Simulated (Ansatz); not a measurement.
**CH7B2NOSi: how energies converge with the basis set**

How large a basis does CH7B2NOSi need? Two functionals are run in growing sets.

The runs use Ansatz 0.2.0, Gaussian basis; one geometry, several basis sets.

Levels to be run: PBE0-D4/def2-SVP; ωB97M-V/def2-SVP; PBE0-D4/def2-QZVPP; ωB97M-V/def2-QZVPP; the functionals' def2-TZVPP values are taken from earlier runs.

## Step 1: The geometry

The geometry comes from an earlier relaxation with PBE0-D4 in a triple-zeta def2 set; it is a stationary point, not always the lowest conformer.

SMILES `BB1OCN1[SiH3]`, 13 atoms, charge 0, spin multiplicity 1.

Atoms are counted from 1 here; the program's logs count them from 0.

Bond lengths: B1–B2 1.685 Å, B1–H7 1.197 Å, B1–H8 1.197 Å, B2–O3 1.399 Å, B2–N5 1.435 Å, O3–C4 1.428 Å, C4–N5 1.458 Å, C4–H9 1.095 Å, C4–H10 1.095 Å, N5–Si6 1.719 Å, Si6–H11 1.484 Å, Si6–H12 1.488 Å, Si6–H13 1.488 Å. Angles: B2–B1–H7 121.9°, B2–B1–H8 121.9°, H7–B1–H8 116.3°, B1–B2–O3 129.4°, B1–B2–N5 135.2°, O3–B2–N5 95.3°, B2–O3–C4 87.0°, O3–C4–N5 93.1°, O3–C4–H9 111.6°, O3–C4–H10 111.5°, N5–C4–H9 114.5°, N5–C4–H10 114.5°, H9–C4–H10 110.6°, B2–N5–C4 84.5°, B2–N5–Si6 141.6°, C4–N5–Si6 133.9°, N5–Si6–H11 106.5°, N5–Si6–H12 111.4° and more.

## Step 2: PBE0-D4 in def2-SVP

Contents of in.yaml:

```yaml
crystal:
  periodic: [false, false, false]
  atoms:
    - {symbol: B, position_ang: [-0.461094, -0.674940, -2.308943]}
    - {symbol: B, position_ang: [0.083052, 0.289297, -1.038160]}
    - {symbol: O, position_ang: [0.692640, 1.548418, -1.075502]}
    - {symbol: C, position_ang: [0.744619, 1.482338, 0.349522]}
    - {symbol: N, position_ang: [0.109924, 0.170403, 0.391497]}
    - {symbol: Si, position_ang: [-0.336170, -0.897258, 1.662170]}
    - {symbol: H, position_ang: [0.245403, -1.486561, -2.833989]}
    - {symbol: H, position_ang: [-1.578147, -0.592358, -2.731817]}
    - {symbol: H, position_ang: [1.776241, 1.499039, 0.715557]}
    - {symbol: H, position_ang: [0.159580, 2.284468, 0.810851]}
    - {symbol: H, position_ang: [-0.951632, -2.084629, 1.019037]}
    - {symbol: H, position_ang: [-1.310364, -0.261371, 2.589821]}
    - {symbol: H, position_ang: [0.846347, -1.311445, 2.464655]}
basis:
  gaussian: {orbitals: def2-SVP}
hamiltonian: {xc: pbe0, dispersion: d4}
output: {orbitals: {seedname: orbitals}}
```

The runs that follow: ωB97M-V in def2-SVP; PBE0-D4 in def2-QZVPP; ωB97M-V in def2-QZVPP.

Before running them: what should the planned runs give, taken together? Wanted: PBE0-D4: double and triple zeta above quadruple; ωB97M-V: double and triple zeta above quadruple.

**Answer**, as computed:

```
                                       quantity           value
PBE0-D4: double and triple zeta above quadruple  10.19, 0.62 eV
ωB97M-V: double and triple zeta above quadruple  10.43, 0.57 eV
```

What this shows: PBE0-D4 gains 9.57 eV from double to triple zeta, then 0.62 eV more. Total energies overstate the basis error of differences, where much of it tends to cancel.
